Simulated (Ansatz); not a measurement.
# ClH10NiO5+ (triplet): geometry at several levels

Wanted for ClH10NiO5+ (triplet): geometry at several levels. Charge +1. Spin multiplicity 3.

Method: the levels named in each step, in Ansatz 0.2.0.

### 1 Starting point

Bond lengths (14 of 16 bonds, heavy atoms first): O1–Ni7 2.183 Å, O2–Ni7 2.218 Å, O3–Ni7 2.245 Å, O4–Ni7 2.233 Å, O5–Ni7 2.249 Å, Cl6–Ni7 2.131 Å, O1–H8 0.963 Å, O1–H9 0.962 Å, O2–H10 0.962 Å, O2–H11 0.963 Å, O3–H12 0.964 Å, O3–H13 0.965 Å, O4–H14 0.965 Å, O4–H15 0.964 Å. Angles (14 of 30 angles, heavy atoms first): O1–Ni7–O2 85.9°, O1–Ni7–O3 89.2°, O1–Ni7–O4 87.5°, O1–Ni7–O5 84.8°, O1–Ni7–Cl6 176.8°, O2–Ni7–O3 171.2°, O2–Ni7–O4 87.5°, O2–Ni7–O5 95.3°, O2–Ni7–Cl6 92.9°, O3–Ni7–O4 85.0°, O3–Ni7–O5 91.5°, O3–Ni7–Cl6 92.3°, O4–Ni7–O5 171.6°, O4–Ni7–Cl6 95.4°.

Coordinates:

```xyz
17

O     0.6457   -2.2264   -0.2865
O    -0.5562   -0.2169   -2.1599
O     0.4403   -0.3375    2.1761
O    -1.9979   -0.8984    0.4739
O     2.2063    0.3195   -0.4351
Cl   -0.4544    1.9198    0.1567
Ni    0.0438   -0.1442   -0.0255
H     1.5723   -2.3091   -0.5337
H     0.5044   -2.7849    0.4838
H    -0.0453   -0.8107   -2.7188
H    -0.6004    0.6394   -2.5990
H    -0.2764   -0.8362    2.5850
H     0.4254    0.5384    2.5813
H    -2.6364   -0.1761    0.4418
H    -2.2745   -1.5456   -0.1843
H     2.7448    0.2655    0.3622
H     2.3009    1.2185   -0.7724
```

### 2 A rough first relaxation, PBE-D4/def2-SVP

Input file input.yaml:

```yaml
crystal:
  periodic: [false, false, false]
  atoms:
    - { symbol: O, position_ang: [0.64571, -2.22644, -0.28649] }
    - { symbol: O, position_ang: [-0.55617, -0.21689, -2.1599] }
    - { symbol: O, position_ang: [0.44032, -0.33754, 2.17611] }
    - { symbol: O, position_ang: [-1.99788, -0.8984, 0.47395] }
    - { symbol: O, position_ang: [2.20626, 0.31951, -0.43515] }
    - { symbol: Cl, position_ang: [-0.45443, 1.9198, 0.15669] }
    - { symbol: Ni, position_ang: [0.0438, -0.14417, -0.02547] }
    - { symbol: H, position_ang: [1.57227, -2.30909, -0.53369] }
    - { symbol: H, position_ang: [0.50441, -2.78488, 0.48384] }
    - { symbol: H, position_ang: [-0.04529, -0.81071, -2.71881] }
    - { symbol: H, position_ang: [-0.60036, 0.63945, -2.599] }
    - { symbol: H, position_ang: [-0.27642, -0.83619, 2.58504] }
    - { symbol: H, position_ang: [0.42544, 0.53836, 2.58126] }
    - { symbol: H, position_ang: [-2.63637, -0.17614, 0.4418] }
    - { symbol: H, position_ang: [-2.2745, -1.5456, -0.18428] }
    - { symbol: H, position_ang: [2.74482, 0.26551, 0.36223] }
    - { symbol: H, position_ang: [2.30088, 1.21846, -0.77239] }
magnetization:
  spin_polarized: true
  initial_magnetization: 2
total_charge: 1
basis:
  gaussian: { orbitals: def2-SVP }
hamiltonian:
  xc: pbe
  dispersion: d4
relax:
  f_tol: 0.03
  max_steps: 200
```

Launch:

```console
> ansatz run input.yaml --threads 4 --pin off --max-ram 10240MiB --backend cpu --events-out ev --progress --plain --runs-dir out
```

After this run come: Relaxation, HF/STO-3G; Relaxation, HF/def2-SVP; Relaxation, LDA/def2-SVP; Relaxation, PBE-D4/def2-SVP.

What does the calculation give? Wanted: O1–Ni7 at PBE-D4/def2-SVP; O2–Ni7 at PBE-D4/def2-SVP; O3–Ni7 at PBE-D4/def2-SVP.

**Answer**, as computed:

```
                 quantity    value
O1–Ni7 at PBE-D4/def2-SVP  2.081 Å
O2–Ni7 at PBE-D4/def2-SVP  2.087 Å
O3–Ni7 at PBE-D4/def2-SVP  2.097 Å
```

In words: The O–Ni distance spreads over 1.954 Å, from LDA/def2-SVP (shortest) to HF/STO-3G. <S²> exceeds the pure value by up to 0.99: some mean fields break spin symmetry, which blurs their results.
